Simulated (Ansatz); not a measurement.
**HfC+ (sextet): from Hartree-Fock to the top rungs, def2-SVP**

How much of the correlation energy of HfC+ (sextet) does each wave-function method recover here?

Program: Ansatz 0.2.0, Gaussian basis. Level of theory: def2-SVP, core rule «outside noble gas», up to 5 orbitals frozen. These are calculated values, not measurements.

The runs, in order: UHF; CCSD(T) on ROHF; CCSD(T) on UHF; CISD; CCSDT(Q) on ROHF; CCSDT(Q) on UHF; CCSDTQ on ROHF.

13 further runs of the same task are left out: 9 for a known fault of the program, 1 that didn't finish, 3 set aside as unsound or not needed.

**1. The geometry**

The geometry is a PBE0/def2-TZVP stationary point (not a proven minimum) of the parent state, kept for this charge and spin. No spin-orbit coupling is included. Elements past krypton take def2 core potentials.

2 atoms, charge 1, spin multiplicity 6.

Atoms are counted from 1 here; the program's logs count them from 0.

Bond lengths: Hf1–C2 2.091 Å.

**2. UHF**

in.yaml

```yaml
crystal:
  periodic: [false, false, false]
  atoms:
    - {symbol: Hf, position_ang: [0.000000, 0.000000, 0.000000]}
    - {symbol: C, position_ang: [0.000000, 0.000000, 2.090600]}
basis:
  gaussian: {orbitals: def2-SVP}
total_charge: 1
magnetization: {spin_polarized: true, initial_magnetization: 5}
hamiltonian: {xc: hf}
output: {orbitals: {seedname: orbitals}}
```

On the command line:

```console
$ ansatz run in.yaml --threads 1 --pin off --events-out ev --progress --plain --max-ram 2816MiB --backend cpu
```

Further steps of the session: CCSD(T) on ROHF; CCSD(T) on UHF; CISD; CCSDT(Q) on ROHF; CCSDT(Q) on UHF; CCSDTQ on ROHF.

Before running them: what should the planned runs give, taken together? Wanted: RCCSDTQ below the RHF energy; RMP2 from RCCSDTQ; UMP2 from RCCSDTQ; RCCSD from RCCSDTQ; RCCSD(T) from RCCSDTQ; UCCSD(T) from RCCSDTQ; RCCSDT(Q) from RCCSDTQ; UCCSDT(Q) from RCCSDTQ; T1 diagnostic.

As calculated:

| quantity | value |
| --- | --- |
| RCCSDTQ below the RHF energy | -3.0389 eV |
| RMP2 from RCCSDTQ | +65.5 kJ/mol |
| UMP2 from RCCSDTQ | +59.0 kJ/mol |
| RCCSD from RCCSDTQ | +14.5 kJ/mol |
| RCCSD(T) from RCCSDTQ | +3.0 kJ/mol |
| UCCSD(T) from RCCSDTQ | -3.3 kJ/mol |
| RCCSDT(Q) from RCCSDTQ | +0.1 kJ/mol |
| UCCSDT(Q) from RCCSDTQ | -6.4 kJ/mol |
| levels within 1 kcal/mol (43 meV) | RCCSD(T), UCCSD(T), RCCSDT, RCCSDT(Q) |
| T1 diagnostic | 0.035 |

In words: RCCSD(T) misses by +3.0 kJ/mol, 1.0 % of the correlation energy. CCSD(T) misses by +3.0 kJ/mol on the restricted determinant and by -3.3 kJ/mol on the unrestricted one; the two need not hold the same state or core. These misses are within one basis, not against nature; the frozen cores of restricted and unrestricted runs differ, which can shift their rows.
